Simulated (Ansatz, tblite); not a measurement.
# [InF4]-: removing an electron

One table from this session's results is given with a row withheld; the runs are named, their logs left out.

Program: Ansatz 0.2.0, Gaussian basis. Level of theory: as each input shows. These are calculated values, not measurements.

Levels to be run: charge 0 doublet, at the geometry of the singlet (PBE0-D4/def2-TZVPD, PBE-D4/def2-TZVPD, r2SCAN-D4/def2-TZVPD, CCSD(T)/def2-SVPD); charge 0 doublet, relaxed (PBE0-D4/def2-TZVPD, PBE-D4/def2-TZVPD); the starting singlet's energies come from earlier runs.

1 further run of the same task is left out (set aside as unsound or not needed). Runs told in other sessions of the task aren't counted.

## The relaxed structure

The singlet was relaxed beforehand with PBE0-D4/def2-SVPD.

5 atoms, charge -1, spin multiplicity 1.

Atoms are counted from 1 here; the program's logs count them from 0.

Bond lengths: In1–F2 2.002 Å, In1–F3 2.002 Å, In1–F4 2.002 Å, In1–F5 2.002 Å. Angles: F2–In1–F3 109.4°, F2–In1–F4 109.5°, F2–In1–F5 109.5°, F3–In1–F4 109.5°, F3–In1–F5 109.5°, F4–In1–F5 109.4°.

In takes a core potential in the def2 sets. No spin-orbit coupling is included. The ion is computed in the gas phase, without counter-ions or solvent.

The first run:

The input, in.yaml:

```yaml
crystal:
  periodic: [false, false, false]
  atoms:
    - {symbol: In, position_ang: [0.000038, -0.000051, -0.000096]}
    - {symbol: F, position_ang: [0.011195, -0.018217, 2.002068]}
    - {symbol: F, position_ang: [1.884204, 0.010754, -0.676951]}
    - {symbol: F, position_ang: [-0.951627, 1.638157, -0.647740]}
    - {symbol: F, position_ang: [-0.943809, -1.630654, -0.677281]}
basis:
  gaussian: {orbitals: def2-SVP}
magnetization: {spin_polarized: true, initial_magnetization: 1}
hamiltonian: {xc: pbe0, dispersion: d4}
output: {orbitals: {seedname: orbitals}}
```

Started as:

```sh
$ ansatz run in.yaml --threads 4 --pin off --events-out ev --progress --plain --max-ram 3916MiB
```

Steps of the session up to this table: Charge 0 doublet at the fixed geometry, first pass, PBE0-D4/def2-SVP; Charge 0 doublet at the fixed geometry, PBE0-D4/def2-TZVPD; Charge 0 doublet at the fixed geometry, PBE-D4/def2-TZVPD; Charge 0 doublet at the fixed geometry, r2SCAN-D4/def2-TZVPD; Charge 0 doublet at the fixed geometry, CCSD(T)/def2-SVPD.

One of the session's tables, all rows but one given; the rest of the session is left out.

It belongs to the step «Vertical ionisation energy». 

```
              method  vertical ionisation energy (eV)
        HF/def2-SVPD                                ?
   PBE-D4/def2-TZVPD                             6.82
r2SCAN-D4/def2-TZVPD                             7.13
  PBE0-D4/def2-TZVPD                             7.75
       MP2/def2-SVPD                             9.24
      CCSD/def2-SVPD                             8.88
   CCSD(T)/def2-SVPD                             8.88
```

Q: Estimate the row for HF/def2-SVPD from the others.

**Answer.** vertical ionisation energy (eV): 7.43. In the column «vertical ionisation energy (eV)» it lies between r2SCAN-D4/def2-TZVPD (7.13) and PBE0-D4/def2-TZVPD (7.75).
